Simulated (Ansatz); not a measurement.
# VBiO4 (Clinobisvanite): the cost of one run

Program: Ansatz 0.2.0. Level of theory: DFT PBEsol, scalar-relativistic, plane waves, PAW. These are calculated values, not measurements.

1 further run of the same task is left out (set aside as unsound or not needed).

### Step 1. The structure to begin with

It takes space group I4_1/a (No. 88, tetragonal). The conventional cell has a = 5.108 Å, b = 5.108 Å, c = 11.578 Å, α = 90.00°, β = 90.00°, γ = 90.00°. V (site symmetry -4) has 4 O at 1.72 Å in its first shell of neighbours. Bi (site symmetry -4) has 8 O at 2.42 to 2.46 Å in its first shell of neighbours. O (site symmetry 1) is surrounded by 1 V at 1.72 Å and 2 Bi at 2.42 to 2.46 Å.

As a file:

```xyz
12
Lattice="3.6111 -5.7891 -0.0360 3.6111 5.7891 -0.0360 -3.5740 0.0000 3.6476" Properties=species:S:1:pos:R:3 pbc="T T T"
V     0.9306   -4.3419    2.6997
V     2.7176    4.3419    0.8759
Bi    0.9306    1.4475    2.6997
Bi    2.7176   -1.4475    0.8759
O     2.3320   -3.4252    2.2887
O    -0.4708   -3.4252    3.1108
O     1.3162    3.4252    1.2870
O     4.1190    3.4252    0.4649
O     2.3435   -0.5310    3.0861
O    -0.4823   -0.5310    2.3134
O     1.3047    0.5310    0.4896
O     4.1305    0.5310    1.2623
```

This cell was relaxed beforehand with the same method: volume 12.58 Å³/atom, gap on the mesh 2.12 eV.

### Step 2. Static run: bands, density of states and charges

File input.yaml:

```yaml
crystal:
  lattice:
    - [3.6110975235, -5.7891010536, -0.0359693646]
    - [3.6110975235, 5.7891010536, -0.0359693646]
    - [-3.5739846711, 0.0, 3.6476024394]
  atoms:
    - { symbol: V, position: [0.8750032395, 0.1249967605, 0.75] }
    - { symbol: V, position: [0.1249967605, 0.8750032395, 0.25] }
    - { symbol: Bi, position: [0.3749825343, 0.6250174657, 0.75] }
    - { symbol: Bi, position: [0.6250174657, 0.3749825343, 0.25] }
    - { symbol: O, position: [0.9354710039, 0.343802718, 0.6400644439] }
    - { symbol: O, position: [0.656197282, 0.0645289961, 0.8599355561] }
    - { symbol: O, position: [0.0645289961, 0.656197282, 0.3599355561] }
    - { symbol: O, position: [0.343802718, 0.9354710039, 0.1400644439] }
    - { symbol: O, position: [0.7963509687, 0.7046347119, 0.8608672889] }
    - { symbol: O, position: [0.2953652881, 0.2036490313, 0.6391327111] }
    - { symbol: O, position: [0.2036490313, 0.2953652881, 0.1391327111] }
    - { symbol: O, position: [0.7046347119, 0.7963509687, 0.3608672889] }
basis:
  ecutwfc: 420
kpoints:
  mp_grid: { grid: [6, 6, 8] }
  band_path:
    path:
      - [[0.0, 0.0, 0.0], [0.0, 0.0, 0.5], [-0.25019461, 0.25019461, 0.5]]
      - [[-0.74980539, -0.25019461, 0.5], [-0.5, -0.5, 0.5], [0.0, 0.0, 0.0], [-0.5, 0.5, 0.0]]
      - [[-0.5, 0.0, 0.5], [0.0, 0.0, 0.0], [-0.5, 0.0, 0.0]]
    npoints: 10
hamiltonian:
  xc: pbesol
scf:
  occupations: { method: gaussian, width: 0.02 }
  n_extra_bands: 30
output:
  forces: true
  stress: true
  eigenvalues: true
  populations: true
  dos: { projected: true, de: 0.02, nscf_kmesh: { grid: [9, 9, 12] } }
  bader: false
```

On the command line:

```sh
$ ansatz run input.yaml --threads 4 --pin off --max-ram 10240MiB --backend cpu --events-out ev --progress --plain --runs-dir out
```

Q: Estimate wall time and peak memory on 4 threads of Intel Xeon Platinum 8488C (Sapphire Rapids), shared host.

About 94 s, with a peak of 2.1 GiB.
